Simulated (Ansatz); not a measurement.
# GePt: the cost of one run

Program: Ansatz 0.2.0. Level of theory: DFT PBE, scalar-relativistic, plane waves, PAW. These are calculated values, not measurements.

**1. The system as given**

The structure is orthorhombic, space group Pnma (No. 62). The conventional cell has a = 5.732 Å, b = 3.701 Å, c = 6.088 Å, α = 90.00°, β = 90.00°, γ = 90.00°. Ge (site symmetry m) has 6 Pt at 2.50 to 2.63 Å as nearest neighbours. Around Pt (site symmetry m) lie 6 Ge at 2.50 to 2.63 Å.

As a file:

```cif
data_structure
_symmetry_space_group_name_H-M 'P 1'
_symmetry_Int_Tables_number 1
_cell_length_a 5.7320
_cell_length_b 3.7010
_cell_length_c 6.0880
_cell_angle_alpha 90.000
_cell_angle_beta 90.000
_cell_angle_gamma 90.000
_cell_volume 129.15
loop_
_atom_site_label
_atom_site_type_symbol
_atom_site_fract_x
_atom_site_fract_y
_atom_site_fract_z
_atom_site_occupancy
Ge1 Ge 0.80500 0.75000 0.59000 1
Ge2 Ge 0.19500 0.25000 0.41000 1
Ge3 Ge 0.69500 0.25000 0.09000 1
Ge4 Ge 0.30500 0.75000 0.91000 1
Pt1 Pt 0.99000 0.75000 0.19500 1
Pt2 Pt 0.01000 0.25000 0.80500 1
Pt3 Pt 0.51000 0.25000 0.69500 1
Pt4 Pt 0.49000 0.75000 0.30500 1
```

The start is a polymorph listed in a database, not an invented cell.

**2. A first look at the guess**

input.yaml reads:

```yaml
crystal:
  lattice:
    - [5.73199987, 0.0, 0.0]
    - [0.0, 3.70099998, 0.0]
    - [0.0, 0.0, 6.08799982]
  atoms:
    - { symbol: Ge, position: [0.80500001, 0.75, 0.58999997] }
    - { symbol: Ge, position: [0.19499999, 0.25, 0.41000003] }
    - { symbol: Ge, position: [0.69499999, 0.25, 0.08999997] }
    - { symbol: Ge, position: [0.30500001, 0.75, 0.91000003] }
    - { symbol: Pt, position: [0.99000001, 0.75, 0.19499999] }
    - { symbol: Pt, position: [0.00999999, 0.25, 0.80500001] }
    - { symbol: Pt, position: [0.50999999, 0.25, 0.69499999] }
    - { symbol: Pt, position: [0.49000001, 0.75, 0.30500001] }
basis:
  ecutwfc: 420
kpoints:
  mp_grid: { grid: [4, 6, 4] }
hamiltonian:
  xc: pbe
scf:
  occupations: { method: gaussian, width: 0.1 }
  lower_state_search: "off"
output:
  forces: true
  stress: true
  eigenvalues: true
```

On the command line:

```sh
ansatz run input.yaml --threads 1 --pin off --max-ram 2560MiB --backend cpu --events-out ev --progress --plain --runs-dir out
```

Q: Estimate wall time and peak memory on 1 thread of Intel Xeon 6975P-C (Granite Rapids), shared host.

About 10 s, with a peak of 0.58 GiB.
